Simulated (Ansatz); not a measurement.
# C7H7O radical: energies up the ladder

The task, for C7H7O radical: energies up the ladder. Spin multiplicity 2.

Method: the levels named in each step, in Ansatz 0.2.0.

## 1. Starting point

Bond lengths (14 of 15 bonds, heavy atoms first): C1–C2 1.378 Å, C2–C3 1.425 Å, C3–C4 1.368 Å, C4–C5 1.395 Å, C5–C6 1.385 Å, C2–C7 1.436 Å, C6–C7 1.383 Å, C7–O8 1.355 Å, C1–H9 1.077 Å, C1–H10 1.074 Å, C3–H11 1.080 Å, C4–H12 1.080 Å, C5–H13 1.079 Å, C6–H14 1.079 Å. Angles (14 of 22 angles, heavy atoms first): C1–C2–C3 120.4°, C1–C2–C7 123.2°, C3–C2–C7 116.4°, C2–C3–C4 121.9°, C3–C4–C5 120.3°, C4–C5–C6 119.9°, C5–C6–C7 120.9°, C2–C7–C6 120.6°, C2–C7–O8 121.7°, C6–C7–O8 117.6°, C2–C1–H9 124.0°, C2–C1–H10 120.1°, C2–C3–H11 117.6°, C4–C3–H11 120.5°.

Coordinates:

```xyz
15

C    -2.0789   -0.9229   -0.2401
C    -0.7560   -0.5553   -0.1207
C     0.2763   -1.5333   -0.2199
C     1.5989   -1.2030   -0.1062
C     1.9769    0.1221    0.1138
C     1.0090    1.1076    0.2175
C    -0.3337    0.7980    0.1051
O    -1.2246    1.8131    0.2163
H    -2.9044   -0.2342   -0.1744
H    -2.3392   -1.9513   -0.4081
H    -0.0199   -2.5580   -0.3882
H     2.3555   -1.9695   -0.1861
H     3.0202    0.3816    0.2031
H     1.2797    2.1381    0.3873
H    -2.1223    1.4729    0.1176
```

## 2. A rough first relaxation, PBE-D4/def2-SVPD

Input file input.yaml:

```yaml
crystal:
  periodic: [false, false, false]
  atoms:
    - { symbol: C, position_ang: [-2.07892, -0.92287, -0.24013] }
    - { symbol: C, position_ang: [-0.75601, -0.5553, -0.12068] }
    - { symbol: C, position_ang: [0.27632, -1.53326, -0.2199] }
    - { symbol: C, position_ang: [1.59892, -1.20305, -0.10621] }
    - { symbol: C, position_ang: [1.9769, 0.12206, 0.11376] }
    - { symbol: C, position_ang: [1.00904, 1.10759, 0.2175] }
    - { symbol: C, position_ang: [-0.33369, 0.79796, 0.10515] }
    - { symbol: O, position_ang: [-1.22459, 1.81306, 0.21633] }
    - { symbol: H, position_ang: [-2.90438, -0.23417, -0.1744] }
    - { symbol: H, position_ang: [-2.33915, -1.95134, -0.40807] }
    - { symbol: H, position_ang: [-0.01988, -2.55797, -0.38817] }
    - { symbol: H, position_ang: [2.3555, -1.96949, -0.18607] }
    - { symbol: H, position_ang: [3.02025, 0.3816, 0.20309] }
    - { symbol: H, position_ang: [1.27974, 2.13815, 0.38733] }
    - { symbol: H, position_ang: [-2.12231, 1.47289, 0.11762] }
magnetization:
  spin_polarized: true
  initial_magnetization: 1
basis:
  gaussian: { orbitals: def2-SVPD }
hamiltonian:
  xc: pbe
  dispersion: d4
relax:
  f_tol: 0.03
  max_steps: 200
```

Launch:

```console
$ ansatz run input.yaml --threads 8 --pin off --max-ram 22528MiB --backend cpu --events-out ev --progress --plain --runs-dir out
```

The runs that follow: Relaxation, PBE0-D4/def2-TZVPD; Relaxation, PBE0-D4/def2-SVPD; Frequencies, PBE0-D4/def2-SVPD; Single point, PBE-D4/def2-TZVPPD; Single point, r2SCAN-D4/def2-TZVPPD; Single point, B3LYP-D4/def2-TZVPPD; Single point, wB97M-V/def2-TZVPPD; Single point, B2PLYP/def2-TZVPPD; Single point, PBE0-D4/def2-TZVPPD; Single point, LDA/def2-TZVPPD; Single point, PBE0-D4/def2-SVPD; Single point, PBE-D4/def2-SVPD.

**Question.** What will these runs give? Wanted: C1–C2 at PBE0-D4/def2-SVPD; C2–C3 at PBE0-D4/def2-SVPD; C2–C7 at PBE0-D4/def2-SVPD; frequencies at PBE0-D4/def2-SVPD; energy at PBE-D4/def2-SVPD.

The runs gave:

| quantity | value |
| --- | --- |
| C1–C2 at PBE0-D4/def2-SVPD | 1.403 Å |
| C2–C3 at PBE0-D4/def2-SVPD | 1.425 Å |
| C2–C7 at PBE0-D4/def2-SVPD | 1.432 Å |
| frequencies at PBE0-D4/def2-SVPD | 118 to 3897 cm⁻¹ |
| energy at PBE-D4/def2-SVPD | -9401.344 eV |

The C1–C2 distance spreads over 0.007 Å, from PBE0-D4/def2-TZVPD (shortest) to PBE0-D4/def2-SVPD. No mode is imaginary, so the geometry is a minimum. These totals serve in differences with atoms or fragments at the same level; alone they don't rank the methods. <S²> exceeds the pure value by up to 0.12: some mean fields break spin symmetry, which blurs their results.
